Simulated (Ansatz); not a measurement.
**Cu: a tetragonal deformation path**

An exercise on one series of results from a longer session: the logs are not shown, and one member is left open.

Computed with Ansatz 0.2.0 (DFT PBEsol, scalar-relativistic, plane waves, PAW, unless a step's input says otherwise).

### Starting point

Symmetry: Fm-3m, No. 225, cubic system. Conventional cell: a = 3.615 Å, b = 3.615 Å, c = 3.615 Å, α = 90.00°, β = 90.00°, γ = 90.00°. Around Cu (site symmetry m-3m) lie 12 Cu at 2.56 Å.

Coordinates:

```
CELL_PARAMETERS angstrom
0.00000 1.80750 1.80750
1.80750 0.00000 1.80750
1.80750 1.80750 0.00000
ATOMIC_POSITIONS crystal
Cu 0.00000 0.00000 0.00000
```

No relaxation comes first: the listed cell is the starting point.

### The reference cell

Reference values: F = -6588.7649 eV; pressure -6.46 GPa; largest force 0.000 eV/Å; gap on the mesh none (metal). It was computed beforehand with the settings of the runs below.

The first run:

At fixed volume and fractional coordinates, lengths along (0.000, 0.000, 1.000) are scaled against those across it; ρ is that ratio over its starting value.

input.yaml

```yaml
crystal:
  lattice:
    - [0.0, 2.0289522891, 1.4344692684]
    - [2.0289522891, 0.0, 1.4344692684]
    - [2.0289522891, 2.0289522891, 0.0]
  atoms:
    - { symbol: Cu, position: [0.0, 0.0, 0.0] }
basis:
  ecutwfc: 420
kpoints:
  mp_grid: { grid: [24, 24, 24] }
hamiltonian:
  xc: pbesol
scf:
  occupations: { method: gaussian, width: 0.15 }
output:
  forces: true
  stress: true
  eigenvalues: true
```

Launch:

```
$ ansatz run input.yaml --threads 1 --pin off --max-ram 2560MiB --backend cpu --events-out ev --progress --plain --runs-dir out
```

Steps of the session up to this table: At ρ = 0.707; At ρ = 1.414; Point ρ = 0.850; ρ = 1.200; At ρ = 0.780; Point ρ = 1.300; Point ρ = 0.920; Point ρ = 1.100; ρ = 0.650; ρ = 1.500; Point ρ = 0.960; Point ρ = 1.050.

One table of the session follows, with a row left open; its other results are not shown here.

Collected from the runs (energy zero: the undisturbed cell):

```
    ρ  ΔE (meV/atom)  pressure (GPa)
0.650           37.9            -5.7
0.707           38.2            -5.9
0.780           33.8            -5.9
0.850           21.5            -6.0
0.920            8.0            -6.3
0.960            2.2            -6.4
1.000            0.0            -6.5
1.050            3.8            -6.4
1.100              ?               ?
1.200           68.0            -4.4
1.300          160.8            -1.1
1.414          315.5             4.5
1.500          464.4            10.2
```

Q: Estimate the row for ρ = 1.100 from the others.

Worked estimate for «ΔE (meV/atom)». A straight line through the neighbours (1.050, 3.8) and (1.200, 68.0) gives 3.8 + (68.0 − 3.8) × (1.100 − 1.050) / (1.200 − 1.050) = 25.2; a parabola fitted to 4 rows on both sides gives 15.1.

**Answer.** ΔE (meV/atom): 16.2; pressure (GPa): -6.1. In «ΔE (meV/atom)» the line misses by +9.0 and the parabola by -1.1.
